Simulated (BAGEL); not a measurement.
# CH2BClO2 (SMILES OB1OC1Cl) at PBE0/cc-pVDZ (density fitting with qzvpp-jkfit)

Aim: the energy change on altering one bond length of CH2BClO2 at PBE0/cc-pVDZ (density fitting with qzvpp-jkfit), from 2 runs. 

The results are computed with BAGEL 1.2.2.

### 1 The molecule

CH2BClO2 has 7 atoms, charge 0, and is taken as a singlet. As SMILES, `OB1OC1Cl`. The shape is that of a PBE0-D4/def2-TZVP optimisation. This is one conformer, not always the lowest.

Bond lengths: O1–B2 1.333 Å, B2–O3 1.346 Å, B2–C4 1.501 Å, O3–C4 1.482 Å, C4–Cl5 1.751 Å, O1–H6 0.963 Å, C4–H7 1.084 Å. Some angles: O1–B2–O3 141.1°, O1–B2–C4 156.4°, O3–B2–C4 62.5°, B2–O3–C4 63.9°, B2–C4–O3 53.6°, B2–C4–Cl5 122.2°, O3–C4–Cl5 114.6°, B2–O1–H6 114.1°, B2–C4–H7 126.8°, O3–C4–H7 112.7°.

### 2 A single-point energy at PBE0/cc-pVDZ (density fitting with qzvpp-jkfit)

job.json

```json
{ "bagel" : [

{
  "title" : "molecule",
  "basis" : "cc-pvdz.json",
  "df_basis" : "qzvpp-jkfit",
  "angstrom" : true,
  "geometry" : [
    { "atom" : "O", "xyz" : [      -1.069500,       0.083800,       1.473600 ] },
    { "atom" : "B", "xyz" : [      -0.291500,      -0.110200,       0.408800 ] },
    { "atom" : "O", "xyz" : [      -0.164100,      -0.913600,      -0.663800 ] },
    { "atom" : "C", "xyz" : [       0.832700,       0.177100,      -0.543800 ] },
    { "atom" : "Cl", "xyz" : [       0.715300,       1.412400,      -1.778600 ] },
    { "atom" : "H", "xyz" : [      -1.811400,      -0.526600,       1.535200 ] },
    { "atom" : "H", "xyz" : [       1.849700,      -0.190900,      -0.477200 ] }
  ]
},

{ "title" : "ks", "xc_func" : "pbe0" },

{ "title" : "print", "file" : "orbitals.molden", "orbitals" : true }

]}
```

The basis set cc-pVDZ is read from a file made from the Basis Set Exchange's data (not shown).

Command:

```sh
$ BAGEL_NUM_THREADS=1 BAGEL job.json > job.out
```

What it wrote:

```text
* using 1 threads per process

  ===============================================================
  ===============================================================

  *** Geometry ***

  { "atom" : "O", "xyz" : [     -2.021062,      0.158359,      2.784700 ] },
  { "atom" : "B", "xyz" : [     -0.550855,     -0.208248,      0.772520 ] },
  { "atom" : "O", "xyz" : [     -0.310104,     -1.726454,     -1.254400 ] },
  { "atom" : "C", "xyz" : [      1.573575,      0.334670,     -1.027633 ] },
  { "atom" : "Cl", "xyz" : [      1.351721,      2.669049,     -3.361067 ] },
  { "atom" : "H", "xyz" : [     -3.423050,     -0.995130,      2.901108 ] },
  { "atom" : "H", "xyz" : [      3.495426,     -0.360749,     -0.901777 ] },

  Number of auxiliary basis functions:      468

  Since a DF basis is specified, we compute 2- and 3-index integrals:
    o Being stored without compression. Storage requirement is 0.026 GB

  Number of basis functions:       84
  Number of electrons      :       46

    * METHOD: MOLECULE                             0.36

  *** Kohn-Sham DFT ***

    * Removing 13631 points whose weight is below 1.00e-10
    * Grid points: 90711

  === Nuclear Repulsion ===
   194.5269959800

       - DIIS with orbital gradients will be used.

  === KS iteration (pbe0 / cc-pvdz.json) ===
      0       -641.38896133          0.14383715           0.47
      1       -563.30596984          0.22537546           0.46
      2       -625.72696679          0.11557449           0.46
      3       -608.07788959          0.19293010           0.46
      4       -653.15804187          0.13817078           0.46
      5       -659.63973991          0.13909465           0.46
      6       -648.76876795          0.15336527           0.46
      7       -643.35057388          0.16832947           0.46
      8       -633.51973974          0.12096855           0.47
      9       -647.46622999          0.16001334           0.47
[... 34 lines of this table left out ...]
     44       -674.47891143          0.00000016           0.46
     45       -674.47891143          0.00000006           0.46
     46       -674.47891143          0.00000002           0.47
     47       -674.47891143          0.00000001           0.47
    * SCF iteration converged.

    * Permanent dipole moment:
           (    0.313644,     0.491059,    -0.716428) a.u.

    * METHOD: KS                                  23.31

    * METHOD: PRINT                                0.02

  ===============================================================
```

It took 24 s on 1 thread of Arm Neoverse N1, shared host; peak memory 0.38 GiB.

### 3 The distorted shape at the same level

calc.json

```json
{ "bagel" : [

{
  "title" : "molecule",
  "basis" : "cc-pvdz.json",
  "df_basis" : "qzvpp-jkfit",
  "angstrom" : true,
  "geometry" : [
    { "atom" : "O", "xyz" : [   -1.883056,    0.378184,    1.420323 ] },
    { "atom" : "B", "xyz" : [   -1.105056,    0.184184,    0.355523 ] },
    { "atom" : "O", "xyz" : [   -0.977656,   -0.619216,   -0.717077 ] },
    { "atom" : "C", "xyz" : [    0.019144,    0.471484,   -0.597077 ] },
    { "atom" : "Cl", "xyz" : [   -0.098256,    1.706784,   -1.831877 ] },
    { "atom" : "H", "xyz" : [   -2.624956,   -0.232216,    1.481923 ] },
    { "atom" : "H", "xyz" : [    1.849700,   -0.190900,   -0.477200 ] }
  ]
},
{
  "title" : "ks",
  "xc_func" : "pbe0"
},
{
  "title" : "print",
  "file" : "orbitals.molden",
  "orbitals" : true
}

]}
```

The basis set cc-pVDZ is read from a file made from the Basis Set Exchange's data (not shown).

Command:

```sh
$ BAGEL_NUM_THREADS=1 BAGEL calc.json > calc.out
```

What it wrote:

```text
* using 1 threads per process

  ===============================================================
  ===============================================================

  *** Geometry ***

  { "atom" : "O", "xyz" : [     -3.558460,      0.714664,      2.684021 ] },
  { "atom" : "B", "xyz" : [     -2.088253,      0.348057,      0.671841 ] },
  { "atom" : "O", "xyz" : [     -1.847502,     -1.170149,     -1.355079 ] },
  { "atom" : "C", "xyz" : [      0.036177,      0.890976,     -1.128312 ] },
  { "atom" : "Cl", "xyz" : [     -0.185677,      3.225354,     -3.461746 ] },
  { "atom" : "H", "xyz" : [     -4.960448,     -0.438825,      2.800429 ] },
  { "atom" : "H", "xyz" : [      3.495426,     -0.360749,     -0.901777 ] },

  Number of auxiliary basis functions:      468

  Since a DF basis is specified, we compute 2- and 3-index integrals:
    o Being stored without compression. Storage requirement is 0.026 GB

  Number of basis functions:       84
  Number of electrons      :       46

    * METHOD: MOLECULE                             0.36

  *** Kohn-Sham DFT ***

    * Removing 12871 points whose weight is below 1.00e-10
    * Grid points: 91471

  === Nuclear Repulsion ===
   191.3677139920

       - DIIS with orbital gradients will be used.

  === KS iteration (pbe0 / cc-pvdz.json) ===
      0       -646.22450746          0.10691780           0.49
      1       -599.09757663          0.22133150           0.47
      2       -625.57605713          0.10972263           0.46
      3       -598.50371904          0.21042144           0.47
      4       -642.51016035          0.16297155           0.47
      5       -642.43887733          0.16721964           0.48
      6       -642.43257309          0.16721448           0.47
      7       -628.77808191          0.19793833           0.47
      8       -615.71311047          0.14730275           0.47
      9       -648.59575294          0.12059707           0.47
     10       -673.29285414          0.04071112           0.47
     11       -673.82278103          0.02491167           0.47
     12       -674.30176646          0.00841006           0.47
     13       -674.34757949          0.00282623           0.47
     14       -674.34971630          0.00259328           0.47
     15       -674.35409623          0.00051578           0.48
     16       -674.35424637          0.00012387           0.48
     17       -674.35425490          0.00004905           0.48
     18       -674.35425615          0.00000940           0.48
     19       -674.35425620          0.00000750           0.47
     20       -674.35425625          0.00000212           0.48
     21       -674.35425625          0.00000058           0.48
     22       -674.35425625          0.00000013           0.47
     23       -674.35425625          0.00000008           0.47
     24       -674.35425625          0.00000004           0.47
     25       -674.35425625          0.00000002           0.47
     26       -674.35425625          0.00000001           0.48
    * SCF iteration converged.

    * Permanent dipole moment:
           (    0.726623,     0.337749,    -0.617200) a.u.

    * METHOD: KS                                  13.53

    * METHOD: PRINT                                0.02

  ===============================================================
```

Wall time 14 s (1 thread of Arm Neoverse N1, shared host); peak memory 0.38 GiB.

### 4 What came out

Level: PBE0/cc-pVDZ (density fitting with qzvpp-jkfit).

```
                                                         quantity          value
                                        first shape: total energy  -674.47891 Eh
                                       first shape: dipole moment         2.35 D
                                         first shape: HOMO energy       -7.72 eV
                                         first shape: LUMO energy        0.59 eV
                                       first shape: HOMO–LUMO gap        8.31 eV
                                    distorted shape: total energy  -674.35426 Eh
                                   distorted shape: dipole moment         2.57 D
                                     distorted shape: HOMO energy       -7.49 eV
                                     distorted shape: LUMO energy       -2.25 eV
                                   distorted shape: HOMO–LUMO gap        5.24 eV
energy change with the C4–H7 bond stretched from 1.084 to 1.950 Å       3.392 eV
```

**Reading.** With the C4–H7 bond stretched from 1.084 to 1.950 Å the energy rises by 3.39 eV (78 kcal/mol). The first shape isn't relaxed at this level, so the change isn't measured from a minimum. A restricted reference can't describe the breaking bond well at this length.
